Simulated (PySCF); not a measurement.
# C₆H₁₀N₂O: magnetic properties

Aim: compute the magnetic properties of C₆H₁₀N₂O (`[H]/N=C\[C@H](C)[C@H](C#N)OC`).

Computed with PySCF 2.14.0 and routines of our own; the level stands in each step. Atoms count from 0.

## 1. The system as given

19 atoms, charge 0, multiplicity 1; geometry from: GFN2-xTB.

## 2. Magnetic properties: GIAO BHandHLYP/pcSseg-1

Job settings and geometry (Å):

```
{"job": {"kind": "mag", "xc": "BHandHLYP", "basis": "pcSseg-1", "isotopologues": 0}, "charge": 0, "multiplicity": 1}
C      2.268199     0.252676    -1.389784
O      0.900873     0.146243    -1.077787
C      0.628976     0.128020     0.306141
C      0.947107     1.399539     0.942775
N      1.192744     2.402201     1.433431
C     -0.870427    -0.184748     0.524598
C     -1.746862     0.830359    -0.209781
C     -1.156004    -1.573121     0.009444
N     -1.595501    -2.555759     0.645737
H      2.696072     1.191304    -1.020163
H      2.836798    -0.586751    -0.970207
H      2.331091     0.227386    -2.475558
H      1.240728    -0.650957     0.803608
H     -1.070209    -0.141842     1.603151
H     -1.504360     0.826032    -1.269241
H     -1.579686     1.830723     0.184154
H     -2.796985     0.575847    -0.084075
H     -0.951540    -1.717806    -1.046775
H     -1.780818    -2.390094     1.635943
```

Method: GIAO BHandHLYP/pcSseg-1 magnetisability, rotational g tensor and spin-rotation constants, non-relativistic, gas phase.

Started as:

```bash
$ OMP_NUM_THREADS=1 python excited_run.py task.json out
```

One launch serves the whole session: the jobs run in the order shown.

Output:

```text
coarse grid: 15928 points
cycle   1  E = -418.8417869118  dE =  1.445e+00  |g| = 7.592e-01  |ddm| = 3.827e+00
cycle   2  E = -418.7403657531  dE =  1.014e-01  |g| = 1.075e+00  |ddm| = 1.396e+00
cycle   3  E = -418.9687100225  dE = -2.283e-01  |g| = 1.321e-01  |ddm| = 8.812e-01
cycle   4  E = -418.9711520340  dE = -2.442e-03  |g| = 8.630e-02  |ddm| = 1.392e-01
cycle   5  E = -418.9726052624  dE = -1.453e-03  |g| = 1.274e-02  |ddm| = 7.065e-02
cycle   6  E = -418.9726379113  dE = -3.265e-05  |g| = 4.327e-03  |ddm| = 1.550e-02
cycle   7  E = -418.9726426018  dE = -4.690e-06  |g| = 1.703e-03  |ddm| = 4.455e-03
final grid: 154160 points
cycle   8  E = -419.0266823146  dE = -2.300e-05  |g| = 3.450e-03  |ddm| = 1.730e-02
cycle   9  E = -419.0266827914  dE = -4.767e-07  |g| = 3.237e-03  |ddm| = 5.539e-03
cycle  10  E = -419.0266851981  dE = -2.407e-06  |g| = 7.124e-04  |ddm| = 2.858e-03
cycle  11  E = -419.0266852976  dE = -9.942e-08  |g| = 2.268e-04  |ddm| = 6.208e-04
cycle  12  E = -419.0266853058  dE = -8.246e-09  |g| = 1.054e-04  |ddm| = 2.427e-04
cycle  13  E = -419.0266853082  dE = -2.358e-09  |g| = 1.933e-05  |ddm| = 7.946e-05
cycle  14  E = -419.0266853082  dE = -7.878e-11  |g| = 5.899e-06  |ddm| = 2.115e-05
converged SCF energy = -419.0266853082

Magnetisability tensor (1e-30 J/T^2)
    -1383.55       12.04      -37.91
       12.04    -1311.22      -57.68
      -37.91      -57.68    -1183.57
isotropic -1292.78   principal values   -1390.52  -1333.33  -1154.49
isotropic susceptibility -77.853 1e-6 cm^3/mol

Inertial axes            a          b          c
rot. const./GHz      2.2408     1.1425     0.9312
chi total           -79.994    -78.095    -75.471
chi diamagnetic    -663.256  -1145.599  -1381.014
chi paramagnetic    583.262   1067.504   1305.543
quadrupole/D A      -15.071      6.175      8.897
g nuclear            0.5971     0.5566     0.5560
g electronic        -0.6140    -0.5730    -0.5712
g total             -0.0169    -0.0164    -0.0152

Spin-rotation constants (kHz, H = +C I.J)
atom  isotope        aa         bb         cc
  4    14N        0.276      0.156      0.220
  8    14N        0.389      0.251      0.154
  9     1H        0.023     -0.068     -0.103
 10     1H       -0.242     -0.087      0.011
 11     1H       -0.242     -0.030     -0.022
 12     1H       -0.231     -0.101      0.019
 13     1H       -0.238     -0.022     -0.069
 14     1H       -0.242     -0.049     -0.040
 15     1H       -0.097     -0.059     -0.096
 16     1H       -0.049     -0.103     -0.091
 17     1H       -0.223      0.047     -0.026
 18     1H       -0.224      0.072     -0.016
  0    13C*       0.404      0.227      0.207
  1    17O*      -0.186     -0.081     -0.048
  2    13C*       0.546      0.234      0.197
  3    13C*       0.426      0.293      0.427
  5    13C*       0.431      0.211      0.200
  6    13C*       0.288      0.162      0.124
  7    13C*       0.807      0.549      0.294
* in the singly substituted isotopologue
```

It took 42 s on 1 thread of Arm Neoverse V2, shared host; peak memory 0.98 GiB.

From this job:

| quantity | value |
| --- | --- |
| magnetisability | -1293·10⁻³⁰ J/T² |
| molar susceptibility | -77.9·10⁻⁶ cm³/mol |
| rotational g (a, b, c) | -0.0169, -0.0164, -0.0152 |

Orbitals, density, ELF and potential are computed afterwards from the orbital file.

Frontier orbitals at BHandHLYP/pcSseg-1, with the share of their density that lies nearest to each atom:

| orbital | energy (eV) | lies on |
| --- | --- | --- |
| HOMO | -8.99 | N8 58 %; H18 10 %; C5 10 % |
| LUMO | 0.82 | N8 23 %; C7 23 %; N4 10 % |

ELF in a plane through or near 5 of the atoms.

Ten even steps from ' ' (0.00) to '@' (1.00):
```
                                                        
                                                        
                ..==++==::                              
              ::**%%@@%%**--..                          
              ==%%@@@@%%##==::                          
              ==####++==##++--                          
              --++##%%%%%%**==                          
                --**++::--++::  ++@@@@##                
                ..++****##==....@@@@@@@@::              
                    ::==++--::::%%@@@@**                
                    --%%@@%%==..==**==    ..            
              ..    ++@@@@@@##        ==@@@@%%--        
            ==##--  ::@@@@@@==    ..::%%@@@@@@**        
          ..**%%**    ::++..    ::----**%%%%++::        
            ::++--              ::------==--..          
                                  ::----::..            
                                    ..::..              
                                                        
                                                        
                                                        
```
The map spans 11.4 Å across and 9.8 Å up, centred on the molecule. Atoms in the plane (x, y in Å): C3 (-1.0, 1.3), N4 (-1.4, 2.3), H12 (-0.6, -0.7), H13 (1.5, 0.5), H18 (2.9, -1.4).

log10 of the density (e/Å³) in the same plane.

Ten even steps from ' ' (-4.0) to '@' (1.5):
```
                                                        
                ..::::::::..                            
              ::--======--::::..                        
            ::--==++****++==--::..                      
          ..--==++**####**++==--::..                    
          ..--==**##@@%%##++++----::::..                
          ..--==++##%%%%##**++==------::..              
        ..::--==++**##%%##**++==++++++==--..            
      ..::::----==++**####**++++******++--::..          
      ..::------====++********++******++--::::..        
      ..::------====++**##****++++++++======--::..      
      ..::----======++**##**++======++++**++==--::      
      ..::--==========++**++++======++**##**++==::..    
      ..::::--====----======----==++++******++==::..    
        ..::--------::::::::::--====++++++++==--::      
          ....::::............::----========--::..      
                              ..::::--------::..        
                                    ........            
                                                        
                                                        
```
The map spans 11.4 Å across and 9.8 Å up, centred on the molecule. Atoms in the plane (x, y in Å): C3 (-1.0, 1.3), N4 (-1.4, 2.3), H12 (-0.6, -0.7), H13 (1.5, 0.5), H18 (2.9, -1.4).

On the surface of density 0.002 e/bohr³ the electrostatic potential runs, from the 1st to the 99th percentile, from -1.82 V near N8 to 1.52 V near H18.

## 3. Magnetic properties: GIAO HF/cc-pVDZ

The job, as its differences from that of step 2:

```diff
@@ -1,2 +1,2 @@
-{"job": {"kind": "mag", "xc": "BHandHLYP", "basis": "pcSseg-1", "isotopologues": 0}, "charge": 0, "multiplicity": 1}
+{"job": {"kind": "mag", "xc": "HF", "basis": "cc-pVDZ"}, "charge": 0, "multiplicity": 1}
 C      2.268199     0.252676    -1.389784
```

With the program's defaults for keys left out, this is: GIAO HF/cc-pVDZ magnetisability, rotational g tensor and spin-rotation constants, non-relativistic, gas phase.

Output:

```text
final grid: 154160 points
cycle   1  E = -416.5710827330  dE =  2.035e+00  |g| = 8.488e-01  |ddm| = 7.112e+00
cycle   2  E = -416.6878135793  dE = -1.167e-01  |g| = 6.402e-01  |ddm| = 1.917e+00
cycle   3  E = -416.7729840595  dE = -8.517e-02  |g| = 1.128e-01  |ddm| = 9.374e-01
cycle   4  E = -416.7769406412  dE = -3.957e-03  |g| = 4.612e-02  |ddm| = 2.418e-01
cycle   5  E = -416.7774927916  dE = -5.522e-04  |g| = 1.155e-02  |ddm| = 8.917e-02
cycle   6  E = -416.7775427518  dE = -4.996e-05  |g| = 4.426e-03  |ddm| = 2.622e-02
cycle   7  E = -416.7775554523  dE = -1.270e-05  |g| = 1.656e-03  |ddm| = 1.453e-02
cycle   8  E = -416.7775569638  dE = -1.512e-06  |g| = 4.841e-04  |ddm| = 5.302e-03
cycle   9  E = -416.7775571241  dE = -1.602e-07  |g| = 2.352e-04  |ddm| = 1.406e-03
cycle  10  E = -416.7775571473  dE = -2.325e-08  |g| = 6.106e-05  |ddm| = 6.780e-04
cycle  11  E = -416.7775571493  dE = -1.962e-09  |g| = 2.041e-05  |ddm| = 1.743e-04
cycle  12  E = -416.7775571495  dE = -2.264e-10  |g| = 5.785e-06  |ddm| = 6.401e-05
converged SCF energy = -416.7775571495

Magnetisability tensor (1e-30 J/T^2)
    -1413.94       11.97      -35.29
       11.97    -1337.36      -48.34
      -35.29      -48.34    -1217.28
isotropic -1322.86   principal values   -1420.26  -1354.40  -1193.93
isotropic susceptibility -79.665 1e-6 cm^3/mol

Inertial axes            a          b          c
rot. const./GHz      2.2408     1.1425     0.9312
chi total           -81.754    -79.623    -77.616
chi diamagnetic    -662.696  -1144.754  -1380.222
chi paramagnetic    580.942   1065.130   1302.605
quadrupole/D A      -14.778      5.984      8.795
g nuclear            0.5971     0.5566     0.5560
g electronic        -0.6116    -0.5717    -0.5699
g total             -0.0145    -0.0151    -0.0139

Spin-rotation constants (kHz, H = +C I.J)
atom  isotope        aa         bb         cc
  4    14N        0.255      0.143      0.200
  8    14N        0.340      0.236      0.137
  9     1H        0.018     -0.073     -0.105
 10     1H       -0.247     -0.090      0.008
 11     1H       -0.249     -0.034     -0.025
 12     1H       -0.237     -0.104      0.015
 13     1H       -0.244     -0.024     -0.069
 14     1H       -0.248     -0.052     -0.042
 15     1H       -0.103     -0.060     -0.098
 16     1H       -0.053     -0.105     -0.093
 17     1H       -0.232      0.045     -0.029
 18     1H       -0.235      0.073     -0.020
  0    13C*       0.326      0.184      0.169
  1    17O*      -0.127     -0.052     -0.025
  2    13C*       0.452      0.191      0.163
  3    13C*       0.362      0.256      0.379
  5    13C*       0.352      0.173      0.164
  6    13C*       0.223      0.127      0.099
  7    13C*       0.706      0.503      0.254
* in the singly substituted isotopologue
```

Wall time 14 s (1 thread of Arm Neoverse V2, shared host); peak memory 0.89 GiB.

In short:

| quantity | value |
| --- | --- |
| magnetisability | -1323·10⁻³⁰ J/T² |
| molar susceptibility | -79.7·10⁻⁶ cm³/mol |
| rotational g (a, b, c) | -0.0145, -0.0151, -0.0139 |

## 4. Magnetic properties side by side

| level | ξ (10⁻³⁰ J/T²) | g(a) | g(b) | gap (eV) | functions | time |
| --- | --- | --- | --- | --- | --- | --- |
| GIAO BHandHLYP/pcSseg-1 | -1293 | -0.0169 | -0.0164 | 9.81 | 203 | 42 s |
| GIAO HF/cc-pVDZ | -1323 | -0.0145 | -0.0151 | 15.24 | 176 | 14 s |

## 5. Results

| quantity | value |
| --- | --- |
| magnetisability (step 2, GIAO BHandHLYP/pcSseg-1) | -1293·10⁻³⁰ J/T² |
| molar susceptibility (step 2, GIAO BHandHLYP/pcSseg-1) | -77.9·10⁻⁶ cm³/mol |
| rotational g (a, b, c) (step 2, GIAO BHandHLYP/pcSseg-1) | -0.0169, -0.0164, -0.0152 |
| surface potential, 1st and 99th percentile | -1.82 V and 1.52 V |
| magnetisability over the levels | -1323 to -1293·10⁻³⁰ J/T² |

The magnetisability spreads by 2.3 % over 2 levels, from GIAO HF/cc-pVDZ (14 s) to GIAO BHandHLYP/pcSseg-1 (42 s); the runs took 14 s to 42 s. Two levels can agree by chance, so this spread shows no convergence. Vibrational averaging and real surroundings are missing from these values.
